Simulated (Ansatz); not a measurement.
**C₃H₆OSe: small, medium and large basis sets**

One table from this session's results is given with a row withheld; the runs are named, their logs left out.

Program: Ansatz 0.2.0, Gaussian basis. Level of theory: one geometry, several basis sets. These are calculated values, not measurements.

Plan: PBE0-D4/def2-SVP; ωB97M-V/def2-SVP; PBE0-D4/def2-QZVPP; ωB97M-V/def2-QZVPP; the functionals' def2-TZVPP values are taken from earlier runs.

**The relaxed structure**

All runs share one geometry, relaxed beforehand with PBE0-D4 in a triple-zeta def2 set.

SMILES `C=C[Se]CO`, 11 atoms, charge 0, spin multiplicity 1.

Atoms are counted from 1 here; the program's logs count them from 0.

Bond lengths: C1–C2 1.326 Å, C1–H6 1.084 Å, C1–H7 1.085 Å, C2–Se3 1.894 Å, C2–H8 1.088 Å, Se3–C4 1.962 Å, C4–O5 1.389 Å, C4–H9 1.089 Å, C4–H10 1.096 Å, O5–H11 0.962 Å. Angles: C2–C1–H6 122.1°, C2–C1–H7 120.6°, H6–C1–H7 117.3°, C1–C2–Se3 124.2°, C1–C2–H8 121.1°, Se3–C2–H8 114.6°, C2–Se3–C4 95.8°, Se3–C4–O5 115.0°, Se3–C4–H9 105.8°, Se3–C4–H10 106.1°, O5–C4–H9 107.7°, O5–C4–H10 112.9°, H9–C4–H10 109.1°, C4–O5–H11 108.8°.

The first run:

Input file in.yaml:

```yaml
crystal:
  periodic: [false, false, false]
  atoms:
    - {symbol: C, position_ang: [-0.192810, 1.456635, 1.720880]}
    - {symbol: C, position_ang: [-0.521066, 0.760274, 0.641218]}
    - {symbol: Se, position_ang: [-0.651100, -1.128625, 0.592592]}
    - {symbol: C, position_ang: [0.022816, -1.327496, -1.239163]}
    - {symbol: O, position_ang: [1.405595, -1.274419, -1.364727]}
    - {symbol: H, position_ang: [0.092169, 0.977607, 2.650859]}
    - {symbol: H, position_ang: [-0.214965, 2.540870, 1.705553]}
    - {symbol: H, position_ang: [-0.802613, 1.257941, -0.283943]}
    - {symbol: H, position_ang: [-0.301146, -2.314128, -1.567966]}
    - {symbol: H, position_ang: [-0.489482, -0.564253, -1.835629]}
    - {symbol: H, position_ang: [1.718102, -0.441504, -0.998974]}
basis:
  gaussian: {orbitals: def2-SVP}
hamiltonian: {xc: pbe0, dispersion: d4}
output: {orbitals: {seedname: orbitals}}
```

Launch:

```
$ ansatz run in.yaml --threads 4 --pin off --events-out ev --progress --plain --max-ram 10444MiB
```

Steps of the session up to this table: PBE0-D4 in def2-SVP; ωB97M-V in def2-SVP; PBE0-D4 in def2-QZVPP; ωB97M-V in def2-QZVPP.

One table of the session follows, with a row left open; its other results are not shown here.

It belongs to the step «Density functionals: the series». 

| functional | basis | HOMO (eV) | LUMO (eV) |
| --- | --- | --- | --- |
| PBE0-D4 | def2-SVP | ? | ? |
| PBE0-D4 | def2-TZVPP | -6.35 | -0.40 |
| PBE0-D4 | def2-QZVPP | -6.38 | -0.46 |
| ωB97M-V | def2-SVP | -8.36 | 1.96 |
| ωB97M-V | def2-TZVPP | -8.48 | 1.62 |
| ωB97M-V | def2-QZVPP | -8.51 | 1.46 |

Estimate the missing values for PBE0-D4, def2-SVP.

As computed: HOMO (eV): -6.25; LUMO (eV): -0.18. In the column «HOMO (eV)» it is the highest.
